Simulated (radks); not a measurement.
**Excited configurations of Tl³³⁺**

An exercise on one series of results from a longer session: the logs are not shown, and one member is left open.

The numbers are computed with radks (a radial shooting solver on a logarithmic mesh, Libxc functionals) version 1 (Dirac Kohn-Sham, BLYP, spin-unpolarised, spherical densities, finite nucleus; open shells fill j = l - 1/2 first), except any that are marked as measured or tabulated.

### The atom as given

| Item | Value |
| --- | --- |
| element | thallium (Z = 81) |
| charge | +33 |
| electrons | 48 |
| configuration | [Kr] 4d10 4f2 |
| nuclear rms radius | 5.4759 fm |

The first run:

The run's settings:

```text
Z 81
configuration [Kr] 4d10 4f2
relativity Dirac
functional b88,lyp
spin unpolarised
j_filling energy
nucleus finite rms 5.4759 fm
c 137.035999084
```

Among the steps run: Ground configuration: [Kr] 4d10 4f2.

One of the session's tables, all rows but one given; the rest of the session is left out.

It belongs to the step «Ground configuration: [Kr] 4d10 4f2». From the orbitals of this run (lengths in bohr):

```
level     <r>  outermost maximum (interpolated)  90 % within  nodes
3d5/2  0.1634                             0.135        0.252      0
4s1/2       ?                                 ?            ?      ?
4p1/2  0.3693                             0.355        0.531      2
4p3/2  0.3960                             0.382        0.568      2
4d3/2  0.3889                             0.368        0.570      1
4d5/2  0.3965                             0.376        0.580      1
4f5/2  0.3717                             0.315        0.559      0
4f7/2  0.3750                             0.318        0.564      0
```

**Question.** Estimate the row for 4s1/2.

**Answer.** <r>: 0.3713; outermost maximum (interpolated): 0.359; 90 % within: 0.528; nodes: 3. In the column «<r>» it lies between 4p1/2 (0.3693) and 4f5/2 (0.3717).

Limits of these values: Spin polarisation and multiplet splitting are left out, so open shells lie too high by an amount that depends on their filling.
